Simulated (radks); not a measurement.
**Filling a Woods-Saxon well (radius 10.4 bohr*, depth 1.56 hartree*, edge 0.78 bohr*), with a point charge of +2 at the centre: electrons 7 to 10**

Aim: add electrons one at a time to a Woods-Saxon well (radius 10.4 bohr*, depth 1.56 hartree*, edge 0.78 bohr*), with a point charge of +2 at the centre, try the lowest free levels for each, keep the configuration of least energy, and see where shells close.

The numbers are computed with radks (version 2): non-relativistic spin-polarised Kohn-Sham, LDA (Slater exchange, Perdew-Wang correlation), spherically averaged shells.

## Step 1: The model

* well: a Woods-Saxon well (radius 10.4 bohr*, depth 1.56 hartree*, edge 0.78 bohr*), with a point charge of +2 at the centre
* functional: LDA (Slater exchange, Perdew-Wang correlation)
* levels: named by radial order: 1s, 1p, 1d, 2s, 1f and so on
* units: effective atomic units, hartree* and bohr*
* configuration carried in: 1s2 1p(up 3, down 0) 2s(up 1, down 0) (N = 6, energy -11.066924)

Further steps of the session: 7 electrons; N = 8; N = 9; 10 electrons.

**Question.** What will these runs give? Wanted: closed shells at N; largest addition energy; most unpaired electrons; polarisability at N = 10; configuration at N = 10.

**Answer**, as computed:

| quantity | value |
| --- | --- |
| closed shells at N | 10 |
| largest addition energy | 0.140 hartree* at N = 7 (of N = 7 to 9) |
| most unpaired electrons | 3 at N = 7 |
| polarisability at N = 10 | 550.1 bohr*³ |
| configuration at N = 10 | 1s2 1p6 2s2 |

What this shows: Shells close at N = 10. The largest moment in range is 3, first at N = 7: exchange favours parallel spins in open shells. Only a few candidates are tried at each count, so a lower state may have been missed.
